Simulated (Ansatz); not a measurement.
**CH5AlO2 (SMILES C[Al](O)O) at PBE/def2-SVP**

Aim: the vertical ionisation energy of CH5AlO2 at PBE/def2-SVP, from 2 runs. 

The calculation is run with Ansatz 0.2.0.

### 1 The system as given

CH5AlO2 has 9 atoms, charge 0, and is taken as a singlet. SMILES: `C[Al](O)O`. The shape is that of a PBE0-D4/def2-TZVP optimisation. This is one conformer, not always the lowest.

Bond lengths: C1–Al2 1.933 Å, Al2–O3 1.698 Å, Al2–O4 1.698 Å, C1–H5 1.093 Å, C1–H6 1.092 Å, C1–H7 1.094 Å, O3–H8 0.954 Å, O4–H9 0.955 Å. Some angles: C1–Al2–O3 118.6°, C1–Al2–O4 119.1°, O3–Al2–O4 122.3°, Al2–C1–H5 111.1°, Al2–C1–H6 111.7°, Al2–C1–H7 110.8°, Al2–O3–H8 125.6°, Al2–O4–H9 125.4°, H5–C1–H6 108.4°, H5–C1–H7 106.8°.

### 2 A single-point energy at PBE/def2-SVP

The input, run.yaml:

```yaml
crystal:
  periodic: [false, false, false]
  atoms:
    - symbol: C
      position_ang: [-0.025110, 1.109820, -1.034090]
    - symbol: Al
      position_ang: [-0.001290, -0.302910, 0.285630]
    - symbol: O
      position_ang: [0.957740, -1.672870, -0.006720]
    - symbol: O
      position_ang: [-0.933740, -0.131550, 1.694140]
    - symbol: H
      position_ang: [-0.226970, 0.712350, -2.032300]
    - symbol: H
      position_ang: [-0.780650, 1.863510, -0.803740]
    - symbol: H
      position_ang: [0.945840, 1.611200, -1.084700]
    - symbol: H
      position_ang: [1.048330, -2.422320, 0.577320]
    - symbol: H
      position_ang: [-0.984140, -0.767250, 2.404460]
basis:
  gaussian:
    orbitals: def2-SVP
hamiltonian:
  xc: {name: PBE}
accuracy: high
output:
  orbitals: {seedname: orbitals}
```

The run is started by

```console
$ ansatz run run.yaml --threads 1 --pin off --max-ram 3480MiB --events-out events.jsonl --progress --plain --runs-dir runs
```

Output:

```text
Warning: RAYON_NUM_THREADS=1 ignored (pool sized by the plan → 1); use --threads N
Functional definition: PBE
  name "PBE"
  parameter kappa = 0.804
  parameter beta = 0.06672455060314922
  exchange = pbe_x(kappa = kappa, mu = beta*pi^2/3)
  correlation = pbe_c(beta = beta)
1886 factors; integrals over basis functions are off by at most 1.0e-8 eV
mean field evaluation 1: about -11778.1046 eV, gradient 9.7e1 eV
mean field evaluation 2: about -11727.6707 eV, gradient 1.8e2 eV
mean field evaluation 4: about -11796.3405 eV, gradient 1.4e1 eV
mean field evaluation 8: about -11796.7858 eV, gradient 2.9e-1 eV
mean field evaluation 16: about -11796.7859 eV, gradient 2.8e-6 eV
mean field -11796.78593636 eV, -433.5238870126 hartree, gradient 3.9e-8 eV, S^2 0.000000; 0 other end points of the search recorded, 0 dependent functions left out
reference -11796.78594021 eV, -433.5238871539 hartree; 20, 20 occupied and 65, 65 virtual orbitals, 1886 factors
Total energy: -11796.78594021 eV, -433.5238871539 hartree
```

Wall time 3.3 s (1 thread of AMD EPYC 9R14 (Zen 4), shared host); peak memory 0.23 GiB.

### 3 The doublet cation at the same level

The input, input.yaml:

```yaml
crystal:
  periodic: [false, false, false]
  atoms:
    - symbol: C
      position_ang: [-0.025110, 1.109820, -1.034090]
    - symbol: Al
      position_ang: [-0.001290, -0.302910, 0.285630]
    - symbol: O
      position_ang: [0.957740, -1.672870, -0.006720]
    - symbol: O
      position_ang: [-0.933740, -0.131550, 1.694140]
    - symbol: H
      position_ang: [-0.226970, 0.712350, -2.032300]
    - symbol: H
      position_ang: [-0.780650, 1.863510, -0.803740]
    - symbol: H
      position_ang: [0.945840, 1.611200, -1.084700]
    - symbol: H
      position_ang: [1.048330, -2.422320, 0.577320]
    - symbol: H
      position_ang: [-0.984140, -0.767250, 2.404460]
basis:
  gaussian: {orbitals: def2-SVP}
total_charge: 1
magnetization: {spin_polarized: true, initial_magnetization: 1}
hamiltonian: {xc: pbe}
accuracy: high
output: {orbitals: {seedname: orbitals}}
```

The run is started by

```console
$ ansatz run input.yaml --threads 1 --pin off --max-ram 3480MiB --events-out events.jsonl --progress --plain --runs-dir runs
```

Output:

```text
Warning: RAYON_NUM_THREADS=1 ignored (pool sized by the plan → 1); use --threads N
Functional definition: PBE
  name "PBE"
  parameter kappa = 0.804
  parameter beta = 0.06672455060314922
  exchange = pbe_x(kappa = kappa, mu = beta*pi^2/3)
  correlation = pbe_c(beta = beta)
1886 factors; integrals over basis functions are off by at most 1.0e-8 eV
mean field evaluation 1: about -11758.5651 eV, gradient 8.5e1 eV
mean field evaluation 2: about -11573.0698 eV, gradient 1.8e2 eV
mean field evaluation 4: about -11779.7502 eV, gradient 3.6e1 eV
mean field evaluation 8: about -11785.7182 eV, gradient 1.0e1 eV
mean field evaluation 16: about -11786.6170 eV, gradient 8.6e-3 eV
mean field evaluation 32: about -11786.5517 eV, gradient 3.1e0 eV
mean field evaluation 64: about -11786.6005 eV, gradient 1.3e-1 eV
mean field -11786.61695303 eV, -433.1501837681 hartree, gradient 2.2e-8 eV, S^2 0.753204; 6 other end points of the search recorded, 0 dependent functions left out
reference -11786.61695686 eV, -433.1501839089 hartree; 20, 19 occupied and 65, 66 virtual orbitals, 1886 factors
Total energy: -11786.61695686 eV, -433.1501839089 hartree
```

It took 17 s on 1 thread of AMD EPYC 9R14 (Zen 4), shared host; peak memory 0.3 GiB.

### 4 Outcome

Level: PBE/def2-SVP.

```
                                          quantity          value
                     singlet CH5AlO2: total energy  -433.52389 Eh
                      singlet CH5AlO2: HOMO energy       -6.77 eV
                      singlet CH5AlO2: LUMO energy       -0.62 eV
                    singlet CH5AlO2: HOMO–LUMO gap        6.15 eV
                      doublet cation: total energy  -433.15018 Eh
doublet cation: HOMO energy (highest over α and β)      -13.48 eV
 doublet cation: LUMO energy (lowest over α and β)      -13.45 eV
                              doublet cation: ⟨S²⟩          0.753
vertical ionisation energy (to the doublet cation)      10.169 eV
```

**Reading.** Removing an electron at fixed nuclei costs 10.17 eV (981 kJ/mol). −ε(HOMO) before ionisation, 6.77 eV, is 3.40 eV below this ionisation energy.
